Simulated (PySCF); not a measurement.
# C6H12Si: the cost of one run

Programs: PySCF 2.14.0, with routines of our own; each step states its level. All values are computed. Atoms count from 0.

## 1. The starting structure

19 atoms, charge 0, multiplicity 1; geometry from: GFN2-xTB.

## 2. Relaxing the molecule at PBE0-D3(BJ)/def2-SVP

Job settings and geometry (Å):

```
{"job": {"xc": "PBE0", "basis": "def2-SVP", "d3": "d3bj", "grid": 2, "kind": "geom"}, "charge": 0, "multiplicity": 1}
C     -2.147967     1.273550    -0.123485
C     -1.339655     0.030542     0.133663
C     -2.103056    -1.140507     0.691141
C     -0.064359    -0.032828    -0.116285
C      1.220915    -0.083219    -0.311162
C      1.813663    -0.529363    -1.622263
Si     2.429825     0.400596     1.059292
H     -1.521562     2.070053    -0.517051
H     -2.610476     1.614872     0.803042
H     -2.943784     1.063768    -0.838795
H     -2.583732    -0.860854     1.628774
H     -1.441537    -1.983624     0.872999
H     -2.881244    -1.448174    -0.008082
H      1.036584    -0.799391    -2.335008
H      2.420267     0.268306    -2.049798
H      2.460879    -1.391467    -1.464517
H      3.225672    -0.776299     1.428360
H      3.334308     1.436444     0.546453
H      1.685456     0.896845     2.215261
```

Launch:

```console
$ OMP_NUM_THREADS=1 python excited_run.py task.json out
```

The driver reads the jobs from task.json and runs them one after another.

**Question.** How long does this first job take on 1 thread of Arm Neoverse V2, shared host, and how much memory does it need?

About 69 s, with a peak of 0.76 GiB.
